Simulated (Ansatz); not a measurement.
# C2H7SSb: the cost of one run

Program: Ansatz 0.2.0. Level of theory: UKS PBE/def2-SVP. These are calculated values, not measurements.

## (1) The system as given

Bond lengths: C1–Sb2 2.107 Å, Sb2–C3 2.139 Å, Sb2–S4 2.395 Å, C1–H5 1.118 Å, C1–H6 1.097 Å, C1–H7 1.138 Å, C3–H8 1.065 Å, C3–H9 1.119 Å, C3–H10 1.136 Å, S4–H11 1.350 Å. Angles (14 of 16 angles, heavy atoms first): C1–Sb2–C3 90.7°, C1–Sb2–S4 93.1°, C3–Sb2–S4 91.0°, Sb2–C1–H5 111.8°, Sb2–C1–H6 114.5°, Sb2–C1–H7 110.1°, Sb2–C3–H8 113.3°, Sb2–C3–H9 112.3°, Sb2–C3–H10 111.3°, Sb2–S4–H11 96.0°, H5–C1–H6 108.8°, H5–C1–H7 104.0°, H6–C1–H7 106.9°, H8–C3–H9 107.4°.

Coordinates:

```xyz
11

C    -1.0240    1.3096   -0.3542
Sb    0.3519   -0.0516   -1.1882
C     1.2956   -0.3015    0.7152
S    -1.0676   -1.9362   -0.7780
H    -0.5638    2.3139   -0.1845
H    -1.4908    0.9713    0.5796
H    -1.8677    1.5136   -1.0902
H     0.6052   -0.4477    1.5126
H     2.0082   -1.1645    0.7264
H     1.9207    0.6072    0.9893
H    -0.1023   -2.8712   -0.9075
```

## (2) Preparing the start

Contents of input.yaml:

```yaml
crystal:
  periodic: [false, false, false]
  atoms:
    - { symbol: C, position_ang: [-1.024, 1.3096, -0.3542] }
    - { symbol: Sb, position_ang: [0.3519, -0.0516, -1.1882] }
    - { symbol: C, position_ang: [1.2956, -0.3015, 0.7152] }
    - { symbol: S, position_ang: [-1.0676, -1.9362, -0.778] }
    - { symbol: H, position_ang: [-0.5638, 2.3139, -0.1845] }
    - { symbol: H, position_ang: [-1.4908, 0.9713, 0.5796] }
    - { symbol: H, position_ang: [-1.8677, 1.5136, -1.0902] }
    - { symbol: H, position_ang: [0.6052, -0.4477, 1.5126] }
    - { symbol: H, position_ang: [2.0082, -1.1645, 0.7264] }
    - { symbol: H, position_ang: [1.9207, 0.6072, 0.9893] }
    - { symbol: H, position_ang: [-0.1023, -2.8712, -0.9075] }
magnetization:
  spin_polarized: true
basis:
  gaussian: { orbitals: def2-SVP }
hamiltonian:
  xc: pbe
relax:
  f_tol: 0.02
  max_steps: 40
```

Started as:

```bash
ansatz run input.yaml --threads 2 --pin off --max-ram 3072MiB --backend cpu --events-out ev --progress --plain --runs-dir out
```

**Question.** How long does this run take on 2 threads of Arm Neoverse N1, shared host, and how much memory does it need?

About 84 s, with a peak of 0.18 GiB.
